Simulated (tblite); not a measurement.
# C5H8F3O: the cost of one run

Programs: tblite 0.8.0 and PySCF 2.14.0, with density-fitted response routines of our own. Each step states its level of theory. These are calculated values for one molecule in the gas phase, unless marked as measured. Atoms count from 0, in the outputs and in this text.

### Step 1. Starting geometry

17 atoms, charge 0, multiplicity 2; geometry from: force field or distance geometry start.

Bonds of the start (Å): C0–C1 1.49, C1–C2 1.50, C2–O3 1.35, O3–C4 1.36, C4–C5 1.49, C5–F6 1.41, C5–F7 1.38, C5–F8 1.38, C0–H9 1.09, C0–H10 1.13, C0–H11 1.12, C1–H12 1.13, C1–H13 1.11, C2–H14 1.08, C4–H15 1.11, C4–H16 1.13.

### Step 2. Relaxing the molecule with GFN2-xTB

Job settings and geometry (Å):

```
{"job": {"kind": "relax", "xc": "GFN2-xTB", "basis": "xTB"}, "charge": 0, "multiplicity": 2}
C     -2.404900    -0.292700    -0.190100
C     -1.628400     0.084800     1.020100
C     -0.164300    -0.226900     0.984200
O      0.340300    -0.792800    -0.136500
C      1.340700    -0.041200    -0.665500
C      2.513900     0.214200     0.214200
F      3.420000     1.003400    -0.518300
F      2.244900     0.949800     1.352300
F      3.212500    -0.932200     0.549100
H     -2.091700    -1.203400    -0.705700
H     -3.476000    -0.446600     0.143400
H     -2.465600     0.586800    -0.883600
H     -1.715200     1.207900     1.093400
H     -2.101200    -0.269200     1.957000
H      0.370900    -0.266200     1.917200
H      1.732800    -0.507900    -1.589400
H      0.864300     0.944000    -0.953700
```

On the command line:

```
> OMP_NUM_THREADS=1 python probes_run.py task.json out
```

This one command runs all jobs of the session in turn.

Q: Estimate the wall time of this first job on 1 thread of Arm Neoverse V1, shared host.

About 1.3 s.
